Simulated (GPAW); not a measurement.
The system is BaZrO3.

```
CELL_PARAMETERS angstrom
4.19134 0.00000 0.00000
0.00000 4.19134 0.00000
0.00000 0.00000 4.19134
ATOMIC_POSITIONS crystal
Ba 0.00000 0.00000 0.00000
Zr 0.50000 0.50000 0.50000
O 0.50000 0.50000 0.00000
O 0.50000 0.00000 0.50000
O 0.00000 0.50000 0.50000
```

Base run:

- Program: GPAW 26.7.0
- Functional: PBEsol
- Potentials or basis: PAW data sets generated in the run's folder for this functional
- Cutoff: 800 eV
- Basis: pw
- k mesh: 6 × 6 × 6
- Occupations: fermi-dirac, width 0.05 eV
- Spin: no spin polarisation
- Hubbard terms: Zr d U = 1 eV

Its results: band gap on the k mesh 3.31 eV, indirect (least direct gap 3.54 eV); pressure -0.7 GPa.

The run is repeated on the same cell with these changes: hubbard terms from Zr d U = 1 eV to none. What comes out?

Band gap on the k mesh 3.11 eV, indirect (least direct gap 3.33 eV); pressure -1.5 GPa.

The U term pushes filled and empty states of the shell apart.

Caveats: spin-orbit coupling is left out, which moves the levels of the heavy elements.

Not every run made on this cell is shown here.
